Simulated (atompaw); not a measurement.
# A PAW (atompaw) potential for gallium, from input to tests

Task: generate the file, and judge it by its logarithmic derivatives, its ghosts and its cutoff.

Program: atompaw 4.2.0.5. Reference atom: PBE, scalar-relativistic, spherical and spin-unpolarised. All values are calculated.

### Step 1. Settings

Typed settings, in words:

```json
{"element": "gallium (Ga, Z = 31)", "type": "PAW", "frozen core": "[Ar]", "valence charge": "13", "reference configuration": "3d10 4s1.5 4p1.5", "partial waves": "4s (bound): rc 2.15 bohr; 4s channel at 0.15 Ry: rc 2.15 bohr; 4p (bound): rc 2.00 bohr; 4p channel at 0.95 Ry: rc 2.15 bohr; 3d (bound): rc 1.15 bohr; 3d channel at 1.35 Ry: rc 1.15 bohr", "local potential": "bessel scheme, radius 1.40 bohr", "core correction": "smooth core density matched at 1.40 bohr", "augmentation charge": "sinc compensation charge, radius 1.55 bohr; PAW radius 2.15 bohr; waves and projectors: custom rrkj gramschmidtortho"}
```

The nodes and maxima of the atom's own shells, from an earlier all-electron run, set the scale for the radii.

All-electron outer shells of the reference configuration (PBE, scalar-relativistic, ld1.x):

```json
{"shell": "3s", "level (eV)": "-149.12", "outermost node (bohr)": "0.27", "outermost maximum (bohr)": "0.56"}
{"shell": "3p", "level (eV)": "-99.85", "outermost node (bohr)": "0.24", "outermost maximum (bohr)": "0.56"}
{"shell": "3d", "level (eV)": "-20.12", "outermost node (bohr)": "–", "outermost maximum (bohr)": "0.53"}
{"shell": "4s", "level (eV)": "-9.52", "outermost node (bohr)": "0.81", "outermost maximum (bohr)": "1.87"}
{"shell": "4p", "level (eV)": "-2.98", "outermost node (bohr)": "0.87", "outermost maximum (bohr)": "2.50"}
```

### Step 2. Generating the potential

File Ga.input:

```
Ga 31
GGA-PBE scalarrelativistic loggrid 1500 logderivrange -3 5 201
4 4 3 0 0 0
4 0 1.5
4 1 1.5
0 0 0
c
c
c
v
c
c
v
v
2
2.15 1.55 1.40 1.40
y
0.15
n
y
0.95
n
y
1.35
n
custom rrkj gramschmidtortho sinc
bessel
2.15
2.15
2.00
2.15
1.15
1.15
PWSCFOUT
UPFDX 0.0125d0 UPFXMIN -7.d0 UPFZMESH 31.d0
END
```

The run is started by

```bash
atompaw < Ga.input > Ga.log
```

What does the calculation give? Wanted: cutoffs for 10 and 1 mRy, occupied levels; bound ghosts; largest phase difference near zero energy, channels read; lowest eigenvalue of the overlap; share of valence orbitals outside the PAW sphere; UPF file.

**Answer**, as computed:

| quantity | value |
| --- | --- |
| cutoffs for 10 and 1 mRy, occupied levels | 110 Ry and 180 Ry |
| bound ghosts | p at -139.66 eV |
| largest phase difference near zero energy, channels read | 0.000 rad |
| lowest eigenvalue of the overlap (Bessel basis) | 0.306 (p) |
| share of valence orbitals outside the PAW sphere | 4s 51 %, 4p 78 %, 3d 2 % |
| UPF file | written |

In words: It has a bound ghost (p), a state that the atom doesn't have, and that rules the file out. The potential is hard: the looser tolerance needs 110 Ry. The slowest occupied level is 3d: taken alone it needs 110 Ry to come within 1 mRy, against 6 Ry or less for 4s. Near zero energy the phases of the channels with partial waves agree within 0.001 rad. These are tests on the free atom; a crystal test is still owed.
